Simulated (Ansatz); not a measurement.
# C₂H₇MoNOS₂: one species, many methods

The task here is to estimate one member of a computed series from the others.

The runs use Ansatz 0.2.0, Gaussian basis; functionals in def2-TZVPP, the program's frozen cores in correlated methods.

The runs, in order: LDA (SPW92), PBE-D4, revPBE-D4, BLYP-D4, r2SCAN-D4, B97M-V, PBE0-D4, B3LYP-D4, r2SCANh-D4, r2SCAN0-D4, HSE06-D4, BHLYP-D4, CAM-B3LYP-D4, LC-ωPBE, ωB97X-V, ωB97M-V, B2PLYP, PBE-QIDH; CCSD(T)/def2-SVP; CCSD(T)/def2-TZVPP; MP2/def2-QZVPP; extrapolation to the limit; RPA on PBE.

## The geometry

The geometry comes from an earlier relaxation with PBE0-D4 in a triple-zeta def2 set; it is a stationary point, not always the lowest conformer. Mo takes the def2 core potential; no spin-orbit term is included.

SMILES `C[N](C)[Mo]([OH])(=[S])=[S]`, 14 atoms, charge 0, spin multiplicity 1.

Atoms are counted from 1 here; the program's logs count them from 0.

Bond lengths: C1–N2 1.452 Å, C1–H8 1.097 Å, C1–H9 1.088 Å, C1–H10 1.097 Å, N2–C3 1.451 Å, N2–Mo4 1.906 Å, C3–H11 1.097 Å, C3–H12 1.087 Å, C3–H13 1.097 Å, Mo4–O5 1.880 Å, Mo4–S6 2.109 Å, Mo4–S7 2.107 Å, O5–H14 0.961 Å. Angles: N2–C1–H8 110.1°, N2–C1–H9 111.2°, N2–C1–H10 110.1°, H8–C1–H9 108.7°, H8–C1–H10 108.3°, H9–C1–H10 108.5°, C1–N2–C3 112.0°, C1–N2–Mo4 122.4°, C3–N2–Mo4 125.6°, N2–C3–H11 110.0°, N2–C3–H12 110.9°, N2–C3–H13 110.1°, H11–C3–H12 108.9°, H11–C3–H13 108.1°, H12–C3–H13 108.8°, N2–Mo4–O5 108.4°, N2–Mo4–S6 108.7°, N2–Mo4–S7 108.5° and more.

The first run:

Contents of in.yaml:

```yaml
crystal:
  periodic: [false, false, false]
  atoms:
    - {symbol: C, position_ang: [-1.563178, 0.264356, 0.190733]}
    - {symbol: N, position_ang: [-0.242932, -0.202662, -0.191000]}
    - {symbol: C, position_ang: [-0.271730, -1.564602, -0.689513]}
    - {symbol: Mo, position_ang: [1.313722, 0.882932, -0.018148]}
    - {symbol: O, position_ang: [1.954603, 0.726517, 1.741972]}
    - {symbol: S, position_ang: [0.791669, 2.883650, -0.433313]}
    - {symbol: S, position_ang: [2.768739, 0.183299, -1.372679]}
    - {symbol: H, position_ang: [-1.976128, -0.376856, 0.978625]}
    - {symbol: H, position_ang: [-1.526620, 1.288048, 0.557490]}
    - {symbol: H, position_ang: [-2.239582, 0.227733, -0.672304]}
    - {symbol: H, position_ang: [-0.942025, -1.632707, -1.555439]}
    - {symbol: H, position_ang: [0.721671, -1.890243, -0.986878]}
    - {symbol: H, position_ang: [-0.648056, -2.241935, 0.086489]}
    - {symbol: H, position_ang: [1.859837, 1.452479, 2.363954]}
basis:
  gaussian: {orbitals: def2-TZVPP}
hamiltonian: {xc: lda}
output: {orbitals: {seedname: orbitals}}
```

Steps of the session up to this table: LDA; PBE-D4 (GGA); revPBE-D4 (GGA); BLYP-D4 (GGA); r2SCAN-D4 (meta-GGA); B97M-V (meta-GGA); PBE0-D4 (hybrid); B3LYP-D4 (hybrid); r2SCANh-D4 (hybrid); r2SCAN0-D4 (hybrid); HSE06-D4 (hybrid); BHLYP-D4 (hybrid); CAM-B3LYP-D4 (range-separated); LC-ωPBE (range-separated); ωB97X-V (range-separated); ωB97M-V (range-separated); B2PLYP (double hybrid); PBE-QIDH (double hybrid).

One of the session's tables, all rows but one given; the rest of the session is left out.

It belongs to the step «Orbital energies across the functionals». 

| functional | HOMO (eV) | LUMO (eV) | gap (eV) |
| --- | --- | --- | --- |
| LDA (SPW92) | -6.04 | -3.66 | 2.38 |
| PBE-D4 | -5.89 | -3.50 | 2.39 |
| revPBE-D4 | -5.84 | -3.44 | 2.40 |
| BLYP-D4 | -5.71 | -3.35 | 2.36 |
| r2SCAN-D4 | -6.15 | -3.51 | 2.64 |
| B97M-V | -6.23 | -3.49 | 2.74 |
| PBE0-D4 | -7.01 | -2.88 | 4.13 |
| B3LYP-D4 | -6.77 | -3.02 | 3.74 |
| r2SCANh-D4 | -6.56 | -3.27 | 3.29 |
| r2SCAN0-D4 | -7.18 | -2.89 | 4.29 |
| HSE06-D4 | -6.62 | -3.25 | 3.37 |
| BHLYP-D4 | -7.96 | -2.08 | 5.88 |
| CAM-B3LYP-D4 | ? | ? | ? |
| LC-ωPBE | -9.49 | -0.94 | 8.55 |
| ωB97X-V | -9.16 | -0.95 | 8.21 |
| ωB97M-V | -9.01 | -0.95 | 8.07 |

Q: Estimate the row for CAM-B3LYP-D4 from the others.

As computed: HOMO (eV): -8.19; LUMO (eV): -1.87; gap (eV): 6.32. In the column «HOMO (eV)» it lies between ωB97M-V (-9.01) and BHLYP-D4 (-7.96).
